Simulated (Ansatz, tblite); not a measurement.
# The cluster Ga₂Cl₃: a ladder of methods and basis sets

An exercise on one series of results from a longer session: the logs are not shown, and one member is left open.

The runs use Ansatz 0.2.0, Gaussian basis; as each input shows.

The runs, in order: GFN1-xTB, GFN2-xTB, PBE-D4/def2-TZVP, r2SCAN-D4/def2-TZVP, BLYP-D4/def2-TZVP, r2SCAN0-D4/def2-TZVP, PBE-D4/def2-SVP, PBE0-D4/def2-SVP, HF/STO-3G, HF/6-31G, B3LYP-D4/6-31G, PBE0-D4/def2-TZVPD, PBE-D4/def2-TZVPD, r2SCAN-D4/def2-TZVPD, CCSD(T)/def2-SVP, MP2/def2-TZVP, RPA/def2-TZVP.

3 further runs of the same task are left out: 3 set aside as unsound or not needed.

### The geometry

The doublet was relaxed beforehand with r2SCAN-D4/def2-SVP. At that level it is the lowest of the isomers that a small search found.

5 atoms, charge 0, spin multiplicity 2.

Bond lengths: Ga1–Ga2 2.526 Å, Ga1–Cl3 2.171 Å, Ga2–Cl4 2.160 Å, Ga2–Cl5 2.161 Å. Angles: Ga2–Ga1–Cl3 119.3°, Ga1–Ga2–Cl4 121.0°, Ga1–Ga2–Cl5 120.1°, Cl4–Ga2–Cl5 115.5°.

PBE0-D4/def2-TZVP was run before; its log isn't repeated, and its numbers join the tables.

Set-up of the first run:

Tight binding, by tblite at 300 K electronic temperature and without a spin-polarisation term:

```python
tblite.interface.Calculator('GFN1-xTB', numbers, positions, charge=0, uhf=1).singlepoint()
```

Tight binding, by tblite at 300 K electronic temperature and without a spin-polarisation term:

```python
tblite.interface.Calculator('GFN2-xTB', numbers, positions, charge=0, uhf=1).singlepoint()
```

start.molden holds the orbitals of an earlier run on this state, given as this run's starting guess.

Input file in.yaml:

```yaml
crystal:
  periodic: [false, false, false]
  atoms:
    - {symbol: Ga, position_ang: [0.489159, 1.689480, 0.005660]}
    - {symbol: Ga, position_ang: [-0.062035, -0.757158, 0.305863]}
    - {symbol: Cl, position_ang: [-0.171400, 2.715937, -1.790015]}
    - {symbol: Cl, position_ang: [-1.686991, -1.384410, 1.583586]}
    - {symbol: Cl, position_ang: [1.431268, -2.263840, -0.105095]}
basis:
  gaussian: {orbitals: def2-TZVP, initial_orbitals: start.molden}
magnetization: {spin_polarized: true, initial_magnetization: 1}
hamiltonian: {xc: pbe, dispersion: d4}
scf: {omitted_lower_state_checks: [starts]}
output: {orbitals: {seedname: orbitals}}
```

Started as:

```bash
> ansatz run in.yaml --threads 4 --pin off --events-out ev --progress --plain --max-ram 8704MiB
```

Among the steps run: PBE-D4/def2-TZVP; r2SCAN-D4/def2-TZVP; BLYP-D4/def2-TZVP; r2SCAN0-D4/def2-TZVP; PBE-D4/def2-SVP; PBE0-D4/def2-SVP; HF/STO-3G; HF/6-31G; B3LYP-D4/6-31G; PBE0-D4/def2-TZVPD; PBE-D4/def2-TZVPD; r2SCAN-D4/def2-TZVPD; CCSD(T)/def2-SVP; MP2/def2-TZVP; RPA/def2-TZVP.

One table of the session follows, with a row left open; its other results are not shown here.

It belongs to the step «Levels side by side». 

```
               level  HOMO (eV)  LUMO (eV)  gap (eV)
           HF/STO-3G      -7.58       1.45      9.03
            HF/6-31G      -9.09      -1.09      8.00
     PBE-D4/def2-SVP      -5.40      -4.62      0.78
    PBE-D4/def2-TZVP      -5.54      -4.74      0.80
   PBE-D4/def2-TZVPD      -5.60      -4.80      0.81
   BLYP-D4/def2-TZVP      -5.37      -4.74      0.63
 r2SCAN-D4/def2-TZVP      -5.91      -4.46      1.45
r2SCAN-D4/def2-TZVPD      -5.94      -4.49      1.45
      B3LYP-D4/6-31G          ?          ?         ?
    PBE0-D4/def2-SVP      -6.39      -3.88      2.51
   PBE0-D4/def2-TZVP      -6.49      -3.96      2.53
  PBE0-D4/def2-TZVPD      -6.53      -4.00      2.53
r2SCAN0-D4/def2-TZVP      -6.76      -3.74      3.02
```

Q: Estimate the row for B3LYP-D4/6-31G from the others.

**Answer.** HOMO (eV): -6.49; LUMO (eV): -4.59; gap (eV): 1.90.
